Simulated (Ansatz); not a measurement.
MnPt2 under changes of volume

One of the cells (15.408 Å³/atom); the others are scaled copies at fixed shape and fractional positions:

```
Pt Mn
1.0
     2.85840    0.00000    0.00000
    -1.42920    2.47545    0.00000
     0.00000    0.00000    6.53250
Pt Mn
2 1
Direct
  0.66667 0.33333 0.31621
  0.33333 0.66667 0.68379
  0.00000 0.00000 0.00000
```

The cell comes from a database or a generator and needn't be the stable form of this composition.

* Program: Ansatz 0.2.0
* Functional: PBE
* Potentials or basis: Ansatz PAW
* Cutoff: 420 eV (not typed: the program's choice for these potentials)
* k mesh: 11 × 11 × 4
* Occupations: fermi-dirac, width 0.05 eV
* Spin: collinear spin, ferromagnetic start
* Starting moments: [0.0, 0.0, 4.0] μB

```csv
volume (Å³/atom),energy over the lowest point (meV/atom),pressure (GPa),moment (μB per cell),largest force (eV/Å)
14.483,31.86,11.6,4.21,0.147
14.791,?,?,?,?
15.099,3.07,3.3,4.47,0.064
15.408,0.00,-0.5,4.55,0.024
15.716,3.84,-3.8,4.61,0.016
16.024,13.92,-6.9,4.65,0.056
16.332,29.60,-9.6,4.68,0.095
```

Q: What does the run at 14.791 Å³/atom give?

A: Energy over the lowest point 13.57 meV/atom; pressure 7.3 GPa; moment 4.36 μB per cell; largest force 0.106 eV/Å.

Worked out: A Birch-Murnaghan fit of order 3 (a polynomial in V^(-2/3)) to the other rows has its minimum at 15.38 Å³/atom with B0 = V·E''(V) = 177 GPa and B' = 3.3 at fixed shape and positions, which overstates the stiffness. It gives 13.42 meV/atom at 14.791 Å³/atom, against the run's 13.57, and -dE/dV = 7.4 GPa, against 7.3. A parabola through the other rows of the moment, of slope 0.402 μB per Å³/atom there, gives 4.35 μB, against the run's 4.36.

Energies are extrapolated to zero smearing.
